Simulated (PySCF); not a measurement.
**AsH⁻: spin, charge, geometry and surroundings**

How does AsH⁻ answer to another spin, charge, distance or environment?

Method: each script names its method and basis; program: PySCF 2.14.0.

**1. Where the work starts**

AsH⁻: 2 atoms, charge -1, spin multiplicity 2.

Bond lengths: As1–H2 1.595 Å.

**2. The base run**

input.py reads:

```python
from pyscf import gto, scf
from pyscf.hessian import thermo

mol = gto.M(
    atom='As 0 0 0; H 0 0 1.595',
    basis='6-311g**',
    charge=-1,
    spin=1,
    verbose=4,
)
mf = scf.UHF(mol)
mf.kernel()
hess = mf.Hessian().kernel()
print('wavenumber (cm^-1) =', thermo.harmonic_analysis(mol, hess)['freq_wavenumber'].round(1))
mf.dip_moment()
print('orbital energies (hartree):', [e[max(0, n-3):n+3].round(4) for e, n in zip(mf.mo_energy, mol.nelec)])
```

The run is started by

```
OMP_NUM_THREADS=1 python input.py
```

The log of this run is left out.

In short: E(SCF) = -2234.707506 Eh, 12 cycles, ⟨S²⟩ = 0.760, wavenumbers 1835 cm⁻¹.

The bond length is a typed value, not an optimised one, so the wavenumber is not that of the minimum. The dipole of an ion depends on the origin.

**3. Bond 1.643 Å**

Edit 1 changes bond length: 1.595 Å → 1.643 Å.

input.py reads:

```python
from pyscf import gto, scf
from pyscf.hessian import thermo

mol = gto.M(
    atom='As 0 0 0; H 0 0 1.643',
    basis='6-311g**',
    charge=-1,
    spin=1,
    verbose=4,
)
mf = scf.UHF(mol)
mf.kernel()
hess = mf.Hessian().kernel()
print('wavenumber (cm^-1) =', thermo.harmonic_analysis(mol, hess)['freq_wavenumber'].round(1))
mf.dip_moment()
print('orbital energies (hartree):', [e[max(0, n-3):n+3].round(4) for e, n in zip(mf.mo_energy, mol.nelec)])
```

The run is started by

```
OMP_NUM_THREADS=1 python input.py
```

**4. Bond 1.994 Å**

Edit 2 changes bond length: 1.595 Å → 1.994 Å.

input.py: that of step 2 with these lines changed.

```diff
@@ -4,3 +4,3 @@
 mol = gto.M(
-    atom='As 0 0 0; H 0 0 1.595',
+    atom='As 0 0 0; H 0 0 1.994',
     basis='6-311g**',
```

**5. PCM, ε = 20.5**

Edit 3 changes solvent: none (gas phase) → PCM, ε = 20.5; step after the SCF: frequency → analyze.

input.py reads:

```python
from pyscf import gto, scf, solvent

mol = gto.M(
    atom='As 0 0 0; H 0 0 1.595',
    basis='6-311g**',
    charge=-1,
    spin=1,
    verbose=4,
)
mf = scf.UHF(mol)
mf = solvent.PCM(mf)
mf.with_solvent.eps = 20.5
mf.kernel()
mf.analyze()
print('orbital energies (hartree):', [e[max(0, n-3):n+3].round(4) for e, n in zip(mf.mo_energy, mol.nelec)])
```

**6. PCM, ε = 2.27**

Edit 4 changes solvent: none (gas phase) → PCM, ε = 2.27; step after the SCF: frequency → analyze.

input.py reads:

```python
from pyscf import gto, scf, solvent

mol = gto.M(
    atom='As 0 0 0; H 0 0 1.595',
    basis='6-311g**',
    charge=-1,
    spin=1,
    verbose=4,
)
mf = scf.UHF(mol)
mf = solvent.PCM(mf)
mf.with_solvent.eps = 2.27
mf.kernel()
mf.analyze()
print('orbital energies (hartree):', [e[max(0, n-3):n+3].round(4) for e, n in zip(mf.mo_energy, mol.nelec)])
```

What does the calculation give? Wanted: for each run, E(SCF); from base; gap, α spin; after the SCF.

The runs gave:

| run | E(SCF) (hartree) | from base (eV) | cycles | gap, α spin (eV) | after the SCF |
| --- | --- | --- | --- | --- | --- |
| base | -2234.707506 | 0 | 12 | 10.34 | highest mode 1835 cm⁻¹ |
| bond 1.643 Å | -2234.705609 | +0.0516 | 12 | 10.19 | highest mode 1619 cm⁻¹ |
| bond 1.994 Å | -2234.676805 | +0.8354 | 13 | 9.18 | n/a |
| PCM, ε = 20.5 | -2234.807724 | -2.7271 | 12 | 11.04 | n/a |
| PCM, ε = 2.27 | -2234.766296 | -1.5998 | 12 | 10.74 | n/a |

Of the runs whose energies can be compared, “PCM, ε = 20.5” moves the SCF energy most (-2.727 eV). A continuum solvent with ε = 20.5 lowers the energy by 2.727 eV, a large gain because the system is charged. A continuum solvent with ε = 2.27 lowers the energy by 1.600 eV, a large gain because the system is charged.
